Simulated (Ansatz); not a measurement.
Born–Oppenheimer molecular dynamics of a periodic cell of 16 atoms, Ge (start crystal Ge, start structure diamond, volume 1.05 times the crystal's). It starts from a structure without forces on its atoms.

The calculation used DFT PBEsol, scalar-relativistic, plane waves, PAW in Ansatz 0.2.0. Settings: accuracy low, cutoff 420 eV, k mesh 2x2x2, fermi-dirac smearing 0.24 eV, no spin polarisation.

| Property | Result |
| --- | --- |
| ensemble | NVT, Langevin thermostat |
| time step | 2.25 fs |
| steps asked | 140 |
| set temperature | 2800 K |
| friction | 0.01 /fs |
| seed | 827046 |

First frame:

```xyz
16
Lattice="0.0000 5.7528 5.7528 5.7528 0.0000 5.7528 5.7528 5.7528 0.0000" Properties=species:S:1:pos:R:3
Ge 0.000 0.000 0.000
Ge 1.438 1.438 1.438
Ge 2.876 2.876 0.000
Ge 4.315 4.315 1.438
Ge 2.876 0.000 2.876
Ge 4.315 1.438 4.315
Ge 5.753 2.876 2.876
Ge 7.191 4.315 4.315
Ge 0.000 2.876 2.876
Ge 1.438 4.315 4.315
Ge 2.876 5.753 2.876
Ge 4.315 7.191 4.315
Ge 2.876 2.876 5.753
Ge 4.315 4.315 7.191
Ge 5.753 5.753 5.753
Ge 7.191 7.191 7.191
```

(1) What does the run give?

(2) What happens to the structure?

(3) How do temperature and energy run in time?

Answers

(1) All steps were run.

```yaml
steps_done: 140
time_covered: 315 fs
mean_temperature_over_the_second_half: 2439 K
spread_of_the_potential_energy_over_the_second_half: 25.8 meV per atom
mean_potential_energy_of_the_second_half_above_the_start: 359.3 meV per atom
```

The mean temperature of the second half is 13 % below the set value. A run of 0.32 ps of so small a system gives no equilibrium averages. Limits of this set-up: coarse k mesh, low accuracy level.

(2) Mean squared displacements from the first frame to the last, about the centre of mass: Ge 1.68 Å². Another seed would give other details.

(3) 
```csv
time (fs),T (K),potential energy less start (eV)
0.0,2625,0.000
15.8,2716,1.595
31.5,2360,3.885
47.2,2510,4.674
63.0,2032,5.300
78.8,2413,5.532
94.5,2059,5.236
110.2,2331,4.624
126.0,2231,4.936
141.8,1983,5.302
157.5,2414,4.829
173.2,2846,5.082
189.0,2663,5.764
204.8,2442,6.129
220.5,2501,5.928
236.2,2759,5.508
252.0,2393,5.510
267.8,2619,5.829
283.5,2070,6.258
299.2,1904,6.014
315.0,1696,6.253
```

Time of the run: 18 min on 2 threads of Intel(R) Xeon(R) 6975P-C (Granite Rapids), with other jobs on the host, peak memory 1.3 GiB.
